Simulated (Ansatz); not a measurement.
# GeH4SSi: energy of protonation at one site, by script

A script is to give the energy of protonation at one site; the system is GeH4SSi.

Program: the Python package of Ansatz 0.2.0. Level of theory: B3LYP+D4/def2-SVP. These are calculated values, not measurements.

### 1 Starting point

Bond lengths: Si1–S2 2.156 Å, Si1–Ge3 2.216 Å, S2–Ge3 2.223 Å, Si1–H4 1.470 Å, Si1–H5 1.482 Å, Ge3–H6 1.561 Å, Ge3–H7 1.590 Å. Angles: Si1–S2–Ge3 60.8°, S2–Si1–Ge3 61.1°, S2–Si1–H4 110.9°, S2–Si1–H5 111.5°, Ge3–Si1–H4 113.8°, Ge3–Si1–H5 115.5°, H4–Si1–H5 125.8°, Si1–Ge3–S2 58.1°, Si1–Ge3–H6 116.8°, Si1–Ge3–H7 116.1°, S2–Ge3–H6 112.5°, S2–Ge3–H7 113.0°, H6–Ge3–H7 122.6°.

No structure file is read: the coordinates are typed or built in the script.

### 2 The script

geh4ssi_pa.py

```python
"""Adding a proton to GeH4SSi."""

import ansatz as az
import numpy as np

GEOMETRY = """
Si   -0.94980   -0.29300   -0.53170
S    -0.23600    1.72730   -0.28980
Ge    0.95750    0.04810    0.54410
H    -0.77450   -0.74730   -1.91820
H    -2.12830   -0.55960    0.32660
H     0.90530   -0.00620    2.10290
H     2.28710   -0.23720   -0.27960
"""

molecule = az.Crystal.molecule()
for line in GEOMETRY.strip().splitlines():
    symbol, *xyz = line.split()
    molecule = molecule.atom(symbol, [float(v) for v in xyz])

calc = (
    molecule.calculation()
    .basis(gaussian="def2-SVP")
    .functional("B3LYP", dispersion="d4")
)
symbols = [site.symbol for site in molecule.cartesian_sites]
start = np.array([site.position_ang for site in molecule.cartesian_sites], dtype=float)
summary = calc.relax(force_tolerance=0.01).run().report
end = np.array(summary["positions_ang"])

# put the proton on the side away from the neighbours, slightly off axis
away = sum((end[1] - end[j]) / np.linalg.norm(end[1] - end[j]) for j in [0, 2]) + np.array([0.15, 0.1, -0.2])
proton = end[1] + 1.4 * away / np.linalg.norm(away)
acid = az.Crystal.molecule()
for symbol, place in zip(symbols, end):
    acid = acid.atom(symbol, place.tolist())
acid = acid.atom("H", proton.tolist())
protonated = acid.calculation()
protonated = protonated.basis(gaussian="def2-SVP").functional("B3LYP", dispersion="d4")
protonated = protonated.charge(1)
protonated = protonated.relax(force_tolerance=0.01, max_steps=80)
after = protonated.run().report
xyz = np.array(after["positions_ang"])
reach = np.linalg.norm(xyz[:-1] - xyz[-1], axis=1)
print(f"base {summary['free_energy_ev']:.5f} eV, protonated {after['free_energy_ev']:.5f} eV")
print(f"the proton ends {reach.min():.3f} A from {symbols[reach.argmin()]}{reach.argmin()}")
print(f"electronic proton affinity {96.485332 * (summary['free_energy_ev'] - after['free_energy_ev']):.1f} kJ/mol")
```

### 3 What the engine is handed

The package turns the script's settings into the engine's input (first run):

```yaml
crystal:
  periodic: [false, false, false]
  atoms:
    - { symbol: Si, position_ang: [-0.9498, -0.293, -0.5317] }
    - { symbol: S, position_ang: [-0.236, 1.7273, -0.2898] }
    - { symbol: Ge, position_ang: [0.9575, 0.0481, 0.5441] }
    - { symbol: H, position_ang: [-0.7745, -0.7473, -1.9182] }
    - { symbol: H, position_ang: [-2.1283, -0.5596, 0.3266] }
    - { symbol: H, position_ang: [0.9053, -0.0062, 2.1029] }
    - { symbol: H, position_ang: [2.2871, -0.2372, -0.2796] }
basis:
  gaussian:
    orbitals: def2-SVP
hamiltonian:
  xc: b3lyp
  dispersion: d4
relax:
  f_tol: 0.01
```

### 4 Running it

On the command line:

```bash
python geh4ssi_pa.py
```

Without the output at hand: what should come out? Wanted: electronic proton affinity; moves of the relaxation of run 1; energy gained in run 1; last largest force component of run 1; moves of the relaxation of run 2; energy gained in run 2; last largest force component of run 2.

**Answer**, as computed:

| quantity | value |
| --- | --- |
| electronic proton affinity | 842.5 kJ/mol |
| runs compared | 2 |
| moves of the relaxation of run 1 | 5 |
| energy gained in run 1 | 0.324 eV |
| last largest force component of run 1 | 0.0044 eV/Å |
| moves of the relaxation of run 2 | 11 |
| energy gained in run 2 | 1.098 eV |
| last largest force component of run 2 | 0.0039 eV/Å |

What this shows: Run 1: After 5 moves the largest shift is 0.237 Å, of atom 4 (H). Run 2: After 11 moves the largest shift is 1.014 Å, of atom 8 (H). So large a move can change the bonding: the results belong to the relaxed structure. Notes:
- The proton is put on one chosen atom, which needn't be the most basic site, so the molecule's proton affinity can be higher; the ends are stationary points, not checked by frequencies, and zero-point and thermal terms count only where printed.
- b3lyp holds the VWN-RPA fit, as in Gaussian; the form of ORCA and Turbomole is b3lyp5.
